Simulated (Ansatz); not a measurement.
**ClFGaHO: small, medium and large basis sets**

How large a basis does ClFGaHO need? Two functionals are run in growing sets.

Computed with Ansatz 0.2.0, Gaussian basis. Level: one geometry, several basis sets.

Levels to be run: PBE0-D4/def2-SVP; ωB97M-V/def2-SVP; PBE0-D4/def2-QZVPP; ωB97M-V/def2-QZVPP; the functionals' def2-TZVPP values are taken from earlier runs.

## 1. The geometry

The geometry comes from an earlier relaxation with PBE0-D4 in a triple-zeta def2 set; it is a stationary point.

SMILES `[OH][Ga]([F])[Cl]`, 5 atoms, charge 0, spin multiplicity 1.

Atoms are counted from 1 here; the program's logs count them from 0.

Bond lengths: O1–Ga2 1.761 Å, O1–H5 0.961 Å, Ga2–F3 1.733 Å, Ga2–Cl4 2.115 Å. Angles: Ga2–O1–H5 113.2°, O1–Ga2–F3 117.4°, O1–Ga2–Cl4 124.1°, F3–Ga2–Cl4 118.5°.

## 2. PBE0-D4 in def2-SVP

Contents of in.yaml:

```yaml
crystal:
  periodic: [false, false, false]
  atoms:
    - {symbol: O, position_ang: [-0.411413, -1.212907, 0.567401]}
    - {symbol: Ga, position_ang: [0.024731, 0.193997, -0.397177]}
    - {symbol: F, position_ang: [-0.341784, 0.143651, -2.089773]}
    - {symbol: Cl, position_ang: [0.960318, 1.923072, 0.382341]}
    - {symbol: H, position_ang: [-0.181951, -1.121412, 1.495807]}
basis:
  gaussian: {orbitals: def2-SVP}
hamiltonian: {xc: pbe0, dispersion: d4}
output: {orbitals: {seedname: orbitals}}
```

The runs that follow: ωB97M-V in def2-SVP; PBE0-D4 in def2-QZVPP; ωB97M-V in def2-QZVPP.

Before running them: what should the planned runs give, taken together? Wanted: PBE0-D4: double and triple zeta above quadruple; ωB97M-V: double and triple zeta above quadruple.

**Answer**, as computed:

```
                                       quantity           value
PBE0-D4: double and triple zeta above quadruple  18.98, 1.85 eV
ωB97M-V: double and triple zeta above quadruple  18.93, 1.77 eV
```

PBE0-D4 gains 17.13 eV from double to triple zeta, then 1.85 eV more. These are total energies; as a rule much of such shifts cancels in differences, which this series doesn't test.
